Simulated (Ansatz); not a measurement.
# Cl2F2GeH4Si: the cost of one run

Program: Ansatz 0.2.0. Level of theory: RKS PBE0/def2-SVP. These are calculated values, not measurements.

## Step 1: The structure to begin with

Bond lengths: Ge1–F2 2.030 Å, Ge1–F3 1.680 Å, Ge1–Cl4 2.218 Å, Ge1–Cl5 2.218 Å, Ge1–Si6 2.610 Å, Si6–H7 1.460 Å, Si6–H8 1.460 Å, Si6–H9 1.460 Å. Angles (14 of 16 angles, heavy atoms first): F2–Ge1–F3 109.4°, F2–Ge1–Cl4 109.5°, F2–Ge1–Cl5 109.5°, F2–Ge1–Si6 71.6°, F3–Ge1–Cl4 109.5°, F3–Ge1–Cl5 109.5°, F3–Ge1–Si6 178.9°, Cl4–Ge1–Cl5 109.5°, Cl4–Ge1–Si6 70.0°, Cl5–Ge1–Si6 70.0°, Ge1–Si6–H7 109.5°, Ge1–Si6–H8 109.5°, Ge1–Si6–H9 109.5°, H7–Si6–H8 109.4°.

Coordinates:

```xyz
10

Ge    0.0000    0.0000    0.0000
F     0.0000    0.0000    2.0300
F     1.5842    0.0000   -0.5594
Cl   -1.0456    1.8115   -0.7393
Cl   -1.0456   -1.8115   -0.7393
Si   -2.4768    0.0000    0.8230
H    -3.2648   -0.9102   -0.0029
H    -2.5280   -0.4389    2.2145
H    -3.0252    1.3491    0.7184
H    -1.1924    0.0000    1.9472
```

## Step 2: Pulling towards end A

Springs on the bonds that form and break draw the guess towards this end; the thresholds are loose.

input.yaml

```yaml
crystal:
  periodic: [false, false, false]
  atoms:
    - { symbol: Ge, position_ang: [0.0, 0.0, 0.0] }
    - { symbol: F, position_ang: [0.0, 0.0, 2.03] }
    - { symbol: F, position_ang: [1.5842, 0.0, -0.5594] }
    - { symbol: Cl, position_ang: [-1.0456, 1.8115, -0.7393] }
    - { symbol: Cl, position_ang: [-1.0456, -1.8115, -0.7393] }
    - { symbol: Si, position_ang: [-2.4768, 0.0, 0.823] }
    - { symbol: H, position_ang: [-3.2648, -0.9102, -0.0029] }
    - { symbol: H, position_ang: [-2.528, -0.4389, 2.2145] }
    - { symbol: H, position_ang: [-3.0252, 1.3491, 0.7184] }
    - { symbol: H, position_ang: [-1.1924, 0.0, 1.9472] }
basis:
  gaussian: { orbitals: def2-SVP }
hamiltonian:
  xc: pbe0
relax:
  f_tol: 0.15
  max_steps: 25
  restrain:
    - { distance: [0, 5], at: 3.51, k: 30.0 }
    - { distance: [9, 1], at: 2.12, k: 30.0 }
    - { distance: [0, 1], at: 1.68, k: 30.0 }
    - { distance: [9, 5], at: 1.46, k: 30.0 }
output:
  orbitals: {}
```

Run with:

```console
$ ansatz run input.yaml --threads 4 --pin off --max-ram 5120MiB --backend cpu --events-out ev --progress --plain --runs-dir out
```

Q: Estimate wall time and peak memory on 4 threads of AMD EPYC 7R32 (Zen 2), shared host.

About 37 s, with a peak of 0.42 GiB.
